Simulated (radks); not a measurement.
# Mn in [Ar] 3d5 4s2: an all-electron calculation

One table from this session's results is given with a row withheld; the runs are named, their logs left out.

The numbers are computed with radks (a radial shooting solver on a logarithmic mesh, Libxc functionals) version 1 (Dirac Kohn-Sham, PBE, spin-unpolarised, spherical densities, finite nucleus; open shells fill j = l - 1/2 first), except any that are marked as measured or tabulated.

### Starting point

| Item | Value |
| --- | --- |
| element | manganese (Z = 25) |
| charge | 0 |
| electrons | 25 |
| configuration | [Ar] 3d5 4s2 |
| nuclear rms radius | 3.7057 fm |

Set-up of the first run:

Settings of this run:

```text
Z 25
configuration [Ar] 3d5 4s2 4p0 5s0 4d0 4f0
relativity Dirac
functional pbe,pbe
spin unpolarised
j_filling energy
nucleus finite rms 3.7057 fm
c 137.035999084
```

On the command line:

```sh
$ python run_ks.py task.json out
```

All runs below come from this command, one after another.

Among the steps run: Self-consistent calculation.

One of the session's tables, all rows but one given; the rest of the session is left out.

It belongs to the step «Orbitals and density». Radial moments (bohr):

```
level      <r>  outermost maximum (interpolated)  90 % within  nodes
1s1/2  0.06090                            0.0399        0.109      0
2s1/2   0.2792                             0.233        0.433      1
2p1/2   0.2451                             0.187        0.402      0
2p3/2   0.2480                             0.189        0.406      0
3s1/2        ?                                 ?            ?      ?
3p1/2   0.8983                             0.747         1.39      1
3p3/2   0.9074                             0.754         1.40      1
3d3/2    1.221                             0.761         2.16      0
3d5/2    1.228                             0.763         2.18      0
4s1/2    3.095                              2.51         4.73      3
4p1/2    4.503                              3.39         7.18      2
4p3/2    4.554                              3.43         7.26      2
```

Q: Estimate the row for 3s1/2 from the others.

The run gave: <r>: 0.8515; outermost maximum (interpolated): 0.736; 90 % within: 1.28; nodes: 2. In the column «<r>» it lies between 2s1/2 (0.2792) and 3p1/2 (0.8983).

Caveats from the session: Spin polarisation and multiplet splitting are left out.
